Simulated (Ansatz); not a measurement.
# C4H7Al: one species, many methods

An exercise on one series of results from a longer session: the logs are not shown, and one member is left open.

Program: Ansatz 0.2.0, Gaussian basis. Level of theory: functionals in def2-TZVPP, the program's frozen cores in correlated methods. These are calculated values, not measurements.

Plan: PBE-D4, r2SCAN-D4, PBE0-D4, B3LYP-D4, ωB97X-V, ωB97M-V, B2PLYP; CCSD(T)/def2-TZVPP; MP2/def2-QZVPP; extrapolation to the limit.

## The geometry

An earlier PBE0-D4 in a triple-zeta def2 set relaxation fixed the geometry.

SMILES `C[C]1([AlH2])C=C1`, 12 atoms, charge 0, spin multiplicity 1.

Atoms are counted from 1 here; the program's logs count them from 0.

Bond lengths: C1–C2 1.520 Å, C1–H6 1.095 Å, C1–H7 1.096 Å, C1–H8 1.095 Å, C2–Al3 1.951 Å, C2–C4 1.532 Å, C2–C5 1.532 Å, Al3–H9 1.595 Å, Al3–H10 1.591 Å, C4–C5 1.281 Å, C4–H11 1.077 Å, C5–H12 1.077 Å. Angles: C2–C1–H6 111.6°, C2–C1–H7 111.2°, C2–C1–H8 111.6°, H6–C1–H7 107.7°, H6–C1–H8 106.8°, H7–C1–H8 107.7°, C1–C2–Al3 119.8°, C1–C2–C4 117.2°, C1–C2–C5 117.2°, Al3–C2–C4 117.1°, Al3–C2–C5 117.0°, C4–C2–C5 49.4°, C2–Al3–H9 122.2°, C2–Al3–H10 117.9°, H9–Al3–H10 119.9°, C2–C4–C5 65.3°, C2–C4–H11 144.4°, C5–C4–H11 150.2° and more.

Geometry (Å):

```mol
C4H7Al
  3D, bonds by distance, orders not assigned

 12 12  0  0  0  0  0  0  0  0999 V2000
   -1.4020    0.1271    0.5044 C   0  0
    0.0040   -0.0050   -0.0573 C   0  0
    1.5219   -0.1615    1.1579 Al  0  0
    0.1486   -0.6493   -1.4395 C   0  0
    0.2733    0.6256   -1.4274 C   0  0
   -1.5008    1.0151    1.1374 H   0  0
   -2.1433    0.2056   -0.2986 H   0  0
   -1.6710   -0.7352    1.1233 H   0  0
    1.3471   -0.1442    2.7427 H   0  0
    2.9729   -0.3098    0.5223 H   0  0
    0.1096   -1.5796   -1.9805 H   0  0
    0.4166    1.5559   -1.9506 H   0  0
  1  2  8  0
  2  3  8  0
  2  4  8  0
  4  5  8  0
  1  6  8  0
  1  7  8  0
  1  8  8  0
  3  9  8  0
  3 10  8  0
  4 11  8  0
  5 12  8  0
  2  5  8  0
M  END
```

Set-up of the first run:

in.yaml

```yaml
crystal:
  periodic: [false, false, false]
  atoms:
    - {symbol: C, position_ang: [-1.402030, 0.127112, 0.504421]}
    - {symbol: C, position_ang: [0.004014, -0.005023, -0.057311]}
    - {symbol: Al, position_ang: [1.521867, -0.161455, 1.157878]}
    - {symbol: C, position_ang: [0.148606, -0.649295, -1.439467]}
    - {symbol: C, position_ang: [0.273342, 0.625637, -1.427444]}
    - {symbol: H, position_ang: [-1.500780, 1.015075, 1.137372]}
    - {symbol: H, position_ang: [-2.143322, 0.205627, -0.298605]}
    - {symbol: H, position_ang: [-1.670967, -0.735180, 1.123284]}
    - {symbol: H, position_ang: [1.347100, -0.144202, 2.742728]}
    - {symbol: H, position_ang: [2.972927, -0.309831, 0.522324]}
    - {symbol: H, position_ang: [0.109619, -1.579591, -1.980473]}
    - {symbol: H, position_ang: [0.416624, 1.555926, -1.950608]}
basis:
  gaussian: {orbitals: def2-TZVPP}
hamiltonian: {xc: pbe, dispersion: d4}
output: {forces: true, orbitals: {seedname: orbitals}}
```

Run with:

```console
> ansatz run in.yaml --threads 4 --pin off --events-out ev --progress --plain --max-ram 10444MiB
```

Steps of the session up to this table: PBE-D4 (GGA); r2SCAN-D4 (meta-GGA); PBE0-D4 (hybrid); B3LYP-D4 (hybrid); ωB97X-V (range-separated); ωB97M-V (range-separated); B2PLYP (double hybrid); CCSD(T) in def2-TZVPP; MP2 in def2-QZVPP.

One table of the session follows, with a row left open; its other results are not shown here.

| method | atomisation energy (kJ/mol) |
| --- | --- |
| PBE-D4 | 4598.6 |
| r2SCAN-D4 | 4513.2 |
| PBE0-D4 | 4530.7 |
| B3LYP-D4 | 4493.1 |
| ωB97X-V | 4506.1 |
| ωB97M-V | 4509.9 |
| B2PLYP | 4448.6 |
| HF/def2-TZVPP | 3308.8 |
| MP2/def2-TZVPP | 4458.2 |
| CCSD/def2-TZVPP | ? |
| CCSD(T)/def2-TZVPP | 4382.7 |
| MP2/CBS | 4565.7 |
| CCSD(T)/CBS | 4490.2 |

Q: Estimate the row for CCSD/def2-TZVPP from the others.

The run gave: atomisation energy (kJ/mol): 4312.8. In the column «atomisation energy (kJ/mol)» it lies between HF/def2-TZVPP (3308.8) and CCSD(T)/def2-TZVPP (4382.7).

To keep in mind: Free atoms (4 C, 1 Al, 7 H) were run apart at each level; the atomisation energy is their sum less the molecule, without zero-point or spin-orbit terms.
